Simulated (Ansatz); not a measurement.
**SnO2: pressure up to the limit of the methods**

Aim: compress SnO2 (rutile type) step by step, far beyond the usual range, and follow pressure and electronic structure. The runs shown use PAW.

Program: Ansatz 0.2.0. Level of theory: DFT, PBE, PAW with Ansatz's default frozen-core files, scalar-relativistic. These are calculated values, not measurements.

## 1. The system as given

It takes space group P4_2/mnm (No. 136, tetragonal). Conventional cell: a = 4.582 Å, b = 4.582 Å, c = 3.024 Å, α = 90.00°, β = 90.00°, γ = 90.00°. Around Sn (site symmetry mmm) lie 6 O at 1.97 to 1.98 Å. Around O (site symmetry m2m) lie 3 Sn at 1.97 to 1.98 Å.

As a file:

```xyz
6
Lattice="4.5822 0.0000 0.0000 0.0000 4.5822 0.0000 0.0000 0.0000 3.0242" Properties=species:S:1:pos:R:3 pbc="T T T"
Sn    0.0000    0.0000    0.0000
Sn    2.2911    2.2911    1.5121
O     1.3976    1.3976    0.0000
O     3.1846    3.1846    0.0000
O     3.6886    0.8935    1.5121
O     0.8935    3.6886    1.5121
```

Whether this phase is the stable one at these pressures isn't tested.

Atoms are numbered in the order of the input: Sn1, Sn2, O3, O4, O5, O6.

## 2. Cell relaxed at zero pressure, PAW

File input.yaml:

```yaml
crystal:
  lattice:
    - [4.5821571838, 0.0, 0.0]
    - [0.0, 4.5821571838, 0.0]
    - [0.0, 0.0, 3.0242237413]
  atoms:
    - { symbol: Sn, position: [0.0, 0.0, 0.0] }
    - { symbol: Sn, position: [0.5, 0.5, 0.5] }
    - { symbol: O, position: [0.305, 0.305, 0.0] }
    - { symbol: O, position: [0.695, 0.695, 0.0] }
    - { symbol: O, position: [0.805, 0.195, 0.5] }
    - { symbol: O, position: [0.195, 0.805, 0.5] }
kpoints:
  mp_grid: { grid: [8, 8, 11] }
scf:
  occupations: { method: fermi_dirac, width: 0.05 }
hamiltonian:
  xc: pbe
  pseudopotentials: { kind: paw }
output:
  forces: true
  stress: true
relax:
  f_tol: 0.005
  max_steps: 40
  cell: {}
```

Launch:

```console
> ansatz run input.yaml --threads 2 --pin off --max-ram 5120MiB --backend cpu --events-out ev --progress --plain --runs-dir out
```

The runs that follow: Volume scaled by 1, PAW; Shape and atoms relaxed at 0.94 of the volume, PAW; Volume scaled by 0.94, PAW; Shape and atoms relaxed at 0.88 of the volume, PAW; Volume scaled by 0.88, PAW; Shape and atoms relaxed at 0.8 of the volume, PAW; Volume scaled by 0.8, PAW; Shape and atoms relaxed at 0.72 of the volume, PAW; Volume scaled by 0.72, PAW; Shape and atoms relaxed at 0.62 of the volume, PAW; Volume scaled by 0.62, PAW; Volume scaled by 0.62, PAW (cutoff 800 eV).

What does the calculation give? Wanted: PAW pressure at 0.62 of the volume; fitted bulk modulus at zero pressure.

The runs gave:

```
                                          quantity      value
                PAW pressure at 0.62 of the volume  244.7 GPa
PAW (cutoff 800 eV) pressure at 0.62 of the volume  244.2 GPa
        fitted bulk modulus at zero pressure (PAW)    183 GPa
                           its pressure derivative       4.29
```

At 0.62 of the starting volume PAW gives 245 GPa. A third-order Birch-Murnaghan curve fits the range only roughly (B₀ = 183 GPa, B′ = 4.29, misfit at most 1.27 GPa). A fit over so wide a range leans to the high pressures, so B₀ can be off by several per cent. The gap goes from 0.68 to 5.51 eV. No all-electron run checks these rows here, and frozen cores can fail under such compression. The ions are at rest, and the electrons smeared by 0.05 eV.

These are semilocal Kohn-Sham gaps, which aren't the measured quantity. Such gaps usually fall short of the measured ones. Spin-orbit coupling is left out, though the cell holds Sn; it can move the gap.
